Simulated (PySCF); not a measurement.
# C12H12O2: the cost of one run

Computed with PySCF 2.14.0, with density-fitted response routines of our own, on a single molecule in the gas phase. Atoms count from 0, in the outputs and in this text.

## Step 1: Starting geometry

26 atoms, charge 0, multiplicity 1; geometry from: GFN2-xTB.

Bonds of the start (Å): O0–C1 1.40, C1–C2 1.53, C2–O3 1.41, O3–C4 1.36, C4–C5 1.37, C5–C6 1.40, C6–C7 1.36, C7–C8 1.41, C8–C9 1.41, C9–C10 1.37, C10–C11 1.40, C11–C12 1.37, C12–C13 1.41, C13–C4 1.43, C13–C8 1.42, O0–H14 0.96, C1–H15 1.09, C1–H16 1.10, C2–H17 1.10, C2–H18 1.10, C5–H19 1.08, C6–H20 1.08, C7–H21 1.08, C9–H22 1.08, C10–H23 1.08, C11–H24 1.08, C12–H25 1.08.

## Step 2: Relaxing the molecule at PBE0-D3(BJ)/def2-SVP

Job settings and geometry (Å):

```
{"job": {"xc": "PBE0", "basis": "def2-SVP", "d3": "d3bj", "grid": 1, "kind": "geom"}, "charge": 0, "multiplicity": 1}
O     -3.650050    -2.144570     0.471380
C     -3.799070    -0.921950    -0.197770
C     -2.819210     0.136660     0.312380
O     -1.525330    -0.283930    -0.070230
C     -0.453870     0.495210     0.255180
C     -0.524730     1.661550     0.975490
C      0.640220     2.389350     1.262940
C      1.862140     1.961420     0.833810
C      1.974500     0.770350     0.085750
C      3.217980     0.298530    -0.382900
C      3.304290    -0.857740    -1.106500
C      2.148980    -1.598180    -1.394340
C      0.927170    -1.167840    -0.955940
C      0.808180     0.020640    -0.209200
H     -2.723900    -2.406810     0.402950
H     -4.823760    -0.592650    -0.015090
H     -3.649800    -1.048970    -1.279270
H     -2.891960     0.208050     1.405490
H     -3.057980     1.110510    -0.134060
H     -1.468770     2.039170     1.334810
H      0.550240     3.300870     1.835170
H      2.756570     2.523490     1.057600
H      4.105350     0.873260    -0.158880
H      4.262410    -1.207610    -1.462520
H      2.232290    -2.510340    -1.966980
H      0.032440    -1.728890    -1.177410
```

**Question.** How long does this first job take on 8 threads of Intel Xeon Platinum 8259CL at 2.50GHz (Skylake/Cascade Lake), shared host?

About 4.1 min.
